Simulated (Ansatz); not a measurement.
# BBrClH3O2 (built from SMILES Br.OB(O)Cl): Born-Oppenheimer dynamics

Aim: follow the atoms for 40 steps of 0.5 fs with a Langevin thermostat, with velocities drawn for 300 K, and see to which side of the barrier the system falls.

Program: Ansatz 0.2.0, Gaussian basis. Level of theory: BLYP-D4/def2-SVP. These are calculated values, not measurements.

**1. Where the work starts**

The start, a first-order saddle point found at PBE0-D4 in triple zeta: 8 atoms, charge 0, spin multiplicity 1.

Atoms are counted from 1 here; the program's logs count them from 0.

Bond lengths: B1–O3 1.341 Å, B1–O4 1.341 Å, Cl2–H5 1.517 Å, O3–H7 0.958 Å, O4–H8 0.958 Å, H5–Br6 1.721 Å. Angles: O3–B1–O4 122.8°, B1–O3–H7 115.7°, B1–O4–H8 115.7°, Cl2–H5–Br6 143.7°.

Geometry (Å):

```xyz
8
charge 0, multiplicity 1
B    -0.0710   -0.4822    0.0998
Cl    0.6263    0.6164   -1.6020
O     0.9293   -1.1731    0.6662
O    -1.2788   -1.0147   -0.1372
H     0.2789    1.5532   -0.4601
Br   -0.3045    1.6110    1.1576
H     1.7421   -0.6856    0.8083
H    -1.9222   -0.4248   -0.5326
```

**2. Dynamics**

md/in.yaml

```yaml
crystal:
  periodic: [false, false, false]
  atoms:
    - {symbol: B, position_ang: [-0.070965, -0.482232, 0.099798]}
    - {symbol: Cl, position_ang: [0.626257, 0.616379, -1.602042]}
    - {symbol: O, position_ang: [0.929262, -1.173144, 0.666226]}
    - {symbol: O, position_ang: [-1.278849, -1.014681, -0.137203]}
    - {symbol: H, position_ang: [0.278861, 1.553150, -0.460056]}
    - {symbol: Br, position_ang: [-0.304515, 1.610958, 1.157579]}
    - {symbol: H, position_ang: [1.742094, -0.685622, 0.808321]}
    - {symbol: H, position_ang: [-1.922245, -0.424808, -0.532623]}
basis:
  gaussian: {orbitals: def2-SVP}
hamiltonian: {xc: {name: BLYP}, dispersion: d4}
md: {n_steps: 40, timestep: 0.5, temperature: 300, ensemble: nvt_langevin, seed: 849, friction: 0.05, initial_velocities: maxwell_boltzmann}
```

The run is started by

```bash
$ ansatz run in.yaml --threads 8 --pin off --events-out ev --progress --plain --max-ram 19148MiB
```

Q: Predict the outcome of this session. Wanted: temperature at the start; mean temperature, second half; lowest and highest potential energy, from the first frame; largest change of potential + kinetic.

The runs gave:

```
                                                 quantity              value
                                                   length  40 steps, 20.0 fs
                                 temperature at the start              262 K
                            mean temperature, second half              259 K
lowest and highest potential energy, from the first frame      0 and 163 meV
                    largest change of potential + kinetic          168.9 meV
```

What this shows: By the last frame it has moved towards the side where B1–Br6, Cl2–H5 form. The thermostat trades energy with the molecule, so the sum of potential and kinetic energy isn't conserved: it changes by +22 meV over the run. The instant temperature ranges from 104 to 359 K, as energy passes between motion and strain. Under Langevin the temperature counts 3N degrees of freedom, more than the drawn velocities fill, so it starts at 262 K, not 300 K.
